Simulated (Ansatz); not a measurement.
# Ga2H2+ (quartet): wave-function methods side by side, cc-pVDZ

The task here is to estimate one member of a computed series from the others.

Method: cc-pVDZ, core rule «outside noble gas», up to 28 orbitals frozen; program: Ansatz 0.2.0, Gaussian basis.

The runs, in order: UHF; CCSD(T) on ROHF; CCSD(T) on UHF; BCCD(T) on ROHF; CISD; CCSDT(Q) on ROHF; CCSDT(Q) on UHF; CISDTQ; CCSDTQ on ROHF; CCSDTQ on UHF; Full CI.

14 further runs of the same task are left out: 8 for a known fault of the program, 6 set aside as unsound or not needed.

## The geometry

The geometry is a PBE0/def2-TZVP stationary point (not a proven minimum) of the parent state, kept for this charge and spin. No spin-orbit coupling is included. The filled d shell of Ga may be among the frozen orbitals whatever the setting's name suggests; the logs give the count.

4 atoms, charge 1, spin multiplicity 4.

Atoms are counted from 1 here; the program's logs count them from 0.

Bond lengths: Ga1–Ga2 2.482 Å, Ga1–H3 1.564 Å, Ga1–H4 1.564 Å. Angles: Ga2–Ga1–H3 114.7°, Ga2–Ga1–H4 114.7°, H3–Ga1–H4 130.7°.

The first run:

Input file in.yaml:

```yaml
crystal:
  periodic: [false, false, false]
  atoms:
    - {symbol: Ga, position_ang: [0.000000, 0.000000, -1.214166]}
    - {symbol: Ga, position_ang: [0.000000, 0.000000, 1.268134]}
    - {symbol: H, position_ang: [0.000000, 1.421600, -1.866566]}
    - {symbol: H, position_ang: [0.000000, -1.421600, -1.866566]}
basis:
  gaussian: {orbitals: cc-pVDZ}
total_charge: 1
magnetization: {spin_polarized: true, initial_magnetization: 3}
hamiltonian: {xc: hf}
output: {orbitals: {seedname: orbitals}}
```

Command:

```sh
$ ansatz run in.yaml --threads 1 --pin off --events-out ev --progress --plain --max-ram 4096MiB --backend cpu
```

Steps of the session up to this table: UHF; CCSD(T) on ROHF; CCSD(T) on UHF; BCCD(T) on ROHF; CISD; CCSDT(Q) on ROHF; CCSDT(Q) on UHF; CISDTQ; CCSDTQ on ROHF; CCSDTQ on UHF; Full CI.

One of the session's tables, all rows but one given; the rest of the session is left out.

```
   method  from FCI (meV)
     RMP2          +906.3
     UMP2          +977.1
    RCCSD          +139.9
    UCCSD          +107.8
 RCCSD(T)           +35.1
 UCCSD(T)           +16.5
  BCCD(T)           +36.1
   RCCSDT            +3.3
   UCCSDT           -16.1
RCCSDT(Q)            -1.9
UCCSDT(Q)           -20.5
  RCCSDTQ               ?
  UCCSDTQ           -21.6
      FCI               0
```

**Question.** Estimate the row for RCCSDTQ.

The run gave: from FCI (meV): -3.0. In the column «from FCI (meV)» it lies between UCCSDT (-16.1) and RCCSDT(Q) (-1.9).

Caveats from the session: Left out of the table: ROHF, UHF (another determinant or state than the rows shown). UCCSDT, UCCSDT(Q), RCCSDTQ, UCCSDTQ fall below full CI: unrestricted runs freeze a spin-polarised core, another one than full CI's, and coupled cluster isn't variational. Levels on UHF freeze UHF's core orbitals, full CI those of ROHF, so the U rows can settle a little off it for that reason alone. Restricted and unrestricted rows rest on different reference determinants; where their highest levels disagree by more than a few hundredths of an eV, they describe different states and don't form one ladder.
